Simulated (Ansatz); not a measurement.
# CH₇ClSi₂: two torsions

Aim: map the energy of CH7ClSi2, SMILES C[SiH2][SiH2]Cl over two coordinates, and find its wells, ridges and stiffness.

Method: RKS B3LYP-D4/def2-SVP; program: Ansatz 0.2.0.

### 1 The starting structure

SMILES `C[SiH2][SiH2]Cl`, 11 atoms, charge 0, spin multiplicity 1.

Atoms are counted from 1 here; the program's logs count them from 0.

Bond lengths: C1–Si2 1.892 Å, C1–H5 1.108 Å, C1–H6 1.108 Å, C1–H7 1.108 Å, Si2–Si3 2.352 Å, Si2–H8 1.509 Å, Si2–H9 1.507 Å, Si3–Cl4 2.103 Å, Si3–H10 1.504 Å, Si3–H11 1.506 Å. Angles: Si2–C1–H5 110.8°, Si2–C1–H6 109.5°, Si2–C1–H7 111.3°, H5–C1–H6 108.2°, H5–C1–H7 108.4°, H6–C1–H7 108.6°, C1–Si2–Si3 108.5°, C1–Si2–H8 111.7°, C1–Si2–H9 110.9°, Si3–Si2–H8 109.8°, Si3–Si2–H9 107.8°, H8–Si2–H9 108.1°, Si2–Si3–Cl4 105.2°, Si2–Si3–H10 114.2°, Si2–Si3–H11 112.5°, Cl4–Si3–H10 108.5°, Cl4–Si3–H11 107.8°, H10–Si3–H11 108.3°.

As a file:

```xyz
11

C    -0.2539    1.6588    0.2721
Si   -0.2704    0.1650   -0.8891
Si    0.5702   -1.6958    0.2774
Cl   -0.5302   -1.7687    2.0686
H     0.7852    1.9499    0.5234
H    -0.7791    1.4017    1.2133
H    -0.7595    2.5309   -0.1876
H     0.5580    0.4105   -2.1257
H    -1.6756   -0.1621   -1.3246
H     0.3956   -3.0046   -0.4437
H     2.0251   -1.5427    0.6364
```

This geometry comes from a loose relaxation at PBE in a small basis, which is not shown.

### 3 Setting up the map

The axes are (1) dihedral C1–Si2–Si3–Cl4: 10 values from −180 to 144 °, periodic; (2) dihedral H5–C1–Si2–Si3: 11 values from −25 to 155 °.

Nothing else is relaxed (all other coordinates rigid). Energies count from the relaxed molecule at the same level. Points are written as (first, second).

(The set-up runs are not shown.)

### 4 Grid point (36°, 65°)

Input file input.yaml:

```yaml
crystal:
  periodic: [false, false, false]
  atoms:
    - { symbol: C, position_ang: [-0.258818, 1.655334, 0.27035] }
    - { symbol: Si, position_ang: [-0.270278, 0.164744, -0.888406] }
    - { symbol: Si, position_ang: [0.588421, -1.689888, 0.269689] }
    - { symbol: Cl, position_ang: [-0.088385, -1.486688, 2.247138] }
    - { symbol: H, position_ang: [0.772229, 1.935663, 0.538097] }
    - { symbol: H, position_ang: [-0.798793, 1.410218, 1.198221] }
    - { symbol: H, position_ang: [-0.743175, 2.52689, -0.197379] }
    - { symbol: H, position_ang: [0.548476, 0.417861, -2.114036] }
    - { symbol: H, position_ang: [-1.662656, -0.165087, -1.317311] }
    - { symbol: H, position_ang: [0.115178, -3.004303, -0.250252] }
    - { symbol: H, position_ang: [2.079955, -1.704969, 0.300378] }
basis:
  gaussian: { orbitals: def2-SVP }
hamiltonian:
  xc: { name: B3LYP }
  dispersion: d4
output:
  forces: true
```

Started as:

```sh
ansatz run input.yaml --threads 1 --pin off --max-ram 2560MiB --backend cpu --events-out ev --progress --plain --runs-dir out
```

Further runs follow: the other points that were computed.

**Question.** What will these runs give? Wanted: lowest point; highest computed point; largest force on an atom.

The runs gave:

| quantity | value |
| --- | --- |
| lowest point | (36°, 65°), 0.8 kJ/mol |
| highest computed point | (−108°, 119°), 16.3 kJ/mol above the lowest |
| largest force on an atom (eV/Å) | 0.05 at (36°, 65°) to 0.41 at (−108°, −7°); 0.05 at the lowest point |
| time for the whole task | 11 min on 1 thread, shared host |

In words: The lowest computed point is at (36°, 65°), 0.8 kJ/mol from the relaxed molecule at the same level. There are further wells near (−36°, 47°) (0.9 kJ/mol above the lowest at that grid point); (−180°, 65°) (4.3 kJ/mol above the lowest at that grid point). The highest computed point, (−108°, 119°), lies 16.3 kJ/mol above the lowest. On the interpolated surface the easiest way out of the lowest well to the well at (−36°, 47°) passes a barrier of about 3.7 kJ/mol. Round the minimum the two coordinates are nearly uncoupled.
